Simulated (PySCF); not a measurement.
**SbF: bond curves at several levels of theory**

One table from this session's results is given with a row withheld; the runs are named, their logs left out.

Computed with PySCF 2.14.0. Level: Sb def2-TZVPPD with ECP28, F def2-TZVPPD, scalar-relativistic core potentials.

The first run:

A driver script around PySCF takes these settings:

```
atoms                         : Sb, F
charge                        : 0
basis                         : Sb def2-TZVPPD with ECP28, F def2-TZVPPD
Hamiltonian                   : scalar-relativistic core potentials
basis functions               : 96
electrons treated             : 32
masses in u                   : 120.9038, 18.9984
levels                        : PBE0, PBE, r²SCAN, revPBE, r²SCANh, B2PLYP, B97-3, B3LYP, HSE06, HF, MP2, SCS-MP2, CCSD, CCSD(T)
grid                          : 80 radial by 434 angular points
occupations                   : held fixed by the projection of orbital angular momentum
dissociation limit            : Sb + F, each in its ground configuration
starting distance in angstrom : 1.980
values of 2S to try           : 0, 2, 4
```

Launch:

```
> OMP_NUM_THREADS=2 python dia.py task.json out
```

Among the steps run: Set-up; First curve: PBE0; Other states along the same grid; PBE; r²SCAN; revPBE (GGA); r²SCANh (hybrid meta-GGA); B2PLYP; B97-3 (global hybrid GGA); B3LYP; HSE06; UHF (mean field); Adding correlation.

One table of the session follows, with a row left open; its other results are not shown here.

```
      level  Re (Å)  ωe (cm⁻¹)  De (eV)
        UHF   1.897        646     2.21
    UHF-MP2   1.927        603     4.11
UHF-SCS-MP2   1.929        599     4.01
   UHF-CCSD   1.918        618     3.78
UHF-CCSD(T)       ?          ?        ?
        PBE   1.952        571     4.53
     revPBE   1.961        560     4.26
     r²SCAN   1.927        602     4.24
    r²SCANh   1.920        612     4.10
      B3LYP   1.941        587     4.27
       PBE0   1.923        607     4.10
      B97-3   1.934        594     4.17
      HSE06   1.926        605     4.14
     B2PLYP   1.935        594     4.20
```

**Question.** Estimate the row for UHF-CCSD(T).

As computed: Re (Å): 1.925; ωe (cm⁻¹): 606; De (eV): 3.94. In the column «Re (Å)» it lies between PBE0 (1.923) and HSE06 (1.926).
